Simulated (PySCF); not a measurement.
# C3H5F3Si: the cost of one run

Programs: PySCF 2.14.0, with density-fitted response routines of our own. Each step states its level of theory. These are calculated values for one molecule in the gas phase, unless marked as measured. Atoms count from 0, in the outputs and in this text.

## (1) The molecule as given

12 atoms, charge 0, multiplicity 1; geometry from: PBE0-D3(BJ)/def2-SVP.

Bonds of the start (Å): C0–C1 1.34, C1–Si2 1.89, C1–C3 1.50, C3–F4 1.34, C3–F5 1.33, C3–F6 1.34, C0–H7 1.09, C0–H8 1.09, Si2–H9 1.49, Si2–H10 1.49, Si2–H11 1.49.

## (2) X-ray photoelectron lines: SCAN, X2C

What the job is given:

```
{"job": {"kind": "xps"}, "charge": 0, "multiplicity": 1}
C     -0.637356     1.468144    -0.213568
C     -0.185918     0.224863    -0.017989
Si     1.631119    -0.224585    -0.267187
C     -1.136303    -0.853496     0.417091
F     -1.214034    -1.817849    -0.508042
F     -2.376462    -0.411476     0.636222
F     -0.711269    -1.433410     1.548143
H      0.030201     2.270635    -0.539225
H     -1.688966     1.726596    -0.055460
H      2.293179     0.971405    -0.864832
H      1.762076    -1.395828    -1.180710
H      2.273751    -0.557260     1.037578
```

Method: delta-SCF UKS SCAN, pcX-2 on the ionised atom, pcseg-1 elsewhere, spin-free X2C.

On the command line:

```
OMP_NUM_THREADS=1 python probes_run.py task.json out
```

The driver reads the jobs from task.json and runs them one after another.

**Question.** How long does this first job take on 1 thread of Arm Neoverse V1, shared host, and how much memory does it need?

About 47 s, with a peak of 0.62 GiB.
